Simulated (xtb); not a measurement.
# GFN2-xTB (ALPB acetone, surface grid normal) run of CH4AlFSe (SMILES C[Se][AlH][F])

Aim: energy and gradient of CH4AlFSe. 

Program for the calculation: xtb 6.7.1 later snapshot.

3 further runs of the same task are left out: 3 set aside as unsound or not needed.

### Step 1. The structure to begin with

CH4AlFSe has 8 atoms, charge 0, and is taken as a singlet. SMILES: `C[Se][AlH][F]`. Geometry: optimised at GFN2-xTB. This is one conformer, not always the lowest.

Bond lengths: C1–Se2 1.977 Å, Se2–Al3 2.304 Å, Al3–F4 1.644 Å, C1–H5 1.086 Å, C1–H6 1.091 Å, C1–H7 1.086 Å, Al3–H8 1.525 Å. Angles: C1–Se2–Al3 93.3°, Se2–Al3–F4 125.5°, Se2–C1–H5 108.6°, Se2–C1–H6 109.1°, Se2–C1–H7 108.6°, Se2–Al3–H8 118.8°, F4–Al3–H8 115.7°, H5–C1–H6 110.2°, H5–C1–H7 110.1°, H6–C1–H7 110.2°.

### Step 2. Energy and gradient at GFN2-xTB (ALPB acetone, surface grid normal)

File input.inp:

```
$gbsa
   gbsagrid=normal
$end
```

File coord:

```
$coord
     -1.913498879274      1.419014244243      1.141734729976  c
     -0.272460712649      1.793331195009     -2.193046064889  se
      2.349874435972     -1.624748727431     -1.569115190322  al
      4.464421277645     -2.670806623717     -3.590252869654  f
     -3.923695044344      1.125275215431      0.853721571322  h
     -1.091543604106     -0.198572421176      2.120915218712  h
     -1.600579130297      3.134583209223      2.222979326704  h
      2.161355357779     -3.086168425910      0.907616560397  h
$end
```

Run with:

```console
$ xtb coord --input input.inp --alpb acetone --grad --parallel 1 | tee out.txt
```

**Question.** What will come out? Wanted: total energy; dipole moment; HOMO energy; LUMO energy; HOMO–LUMO gap; dispersion energy; solvent term in the energy; largest force on an atom; mean polarisability.

**Answer.** As computed:

At GFN2-xTB (ALPB acetone, surface grid normal):

| quantity | value |
| --- | --- |
| total energy | -13.28089 Eh |
| dipole moment | 3.20 D |
| HOMO energy | -10.62 eV |
| LUMO energy | -7.10 eV |
| HOMO–LUMO gap | 3.52 eV |
| dispersion energy | -11.13 kJ/mol |
| solvent term in the energy | -24.1 kJ/mol |
| largest force on an atom | 0.218 eV/Å |
| mean polarisability (D4 model) | 69.4 bohr³ |

Mulliken charges run from -0.26 on F4 to +0.46 on Al3.
